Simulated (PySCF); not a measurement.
Crystal: CSiBrH3, in a box.

```xyz
6
Lattice="13.0000 0.0000 0.0000 0.0000 12.0000 0.0000 0.0000 0.0000 12.0000" Properties=species:S:1:pos:R:3 pbc="T T T"
C     5.7813    6.5805    5.7856
Si    6.2275    5.4409    7.2234
Br    8.2132    4.6864    6.4390
H     6.5469    7.3556    5.6666
H     4.8128    7.0604    5.9490
H     5.7497    6.0205    4.8446
```

Base run:

| Item | Value |
| --- | --- |
| Program | PySCF 2.14.0 |
| Functional | M06-2X |
| Dispersion | D3 |
| Potentials or basis | 6-31g* (all-electron) |
| k mesh | 1 × 1 × 1 |
| Occupations | fixed |
| Spin | no spin polarisation |

Its results: gap between the frontier levels 5.88 eV.

Problem. The run is repeated on the same cell with these changes: functional from M06-2X to SCAN. What comes out?

Solution. Gap between the frontier levels 2.40 eV.

M06-2X gives the wider gap, since exact exchange removes part of the self-interaction.

Caveats: this is a molecule in a periodic box at the Γ point, so its band gap is the HOMO-LUMO gap; relativity is left out, which matters for the heavier elements; the basis of atomic orbitals isn't converged, which shifts pressures, moduli and gaps.

A k mesh can miss the band edges.

Not every run made on this cell is shown here.
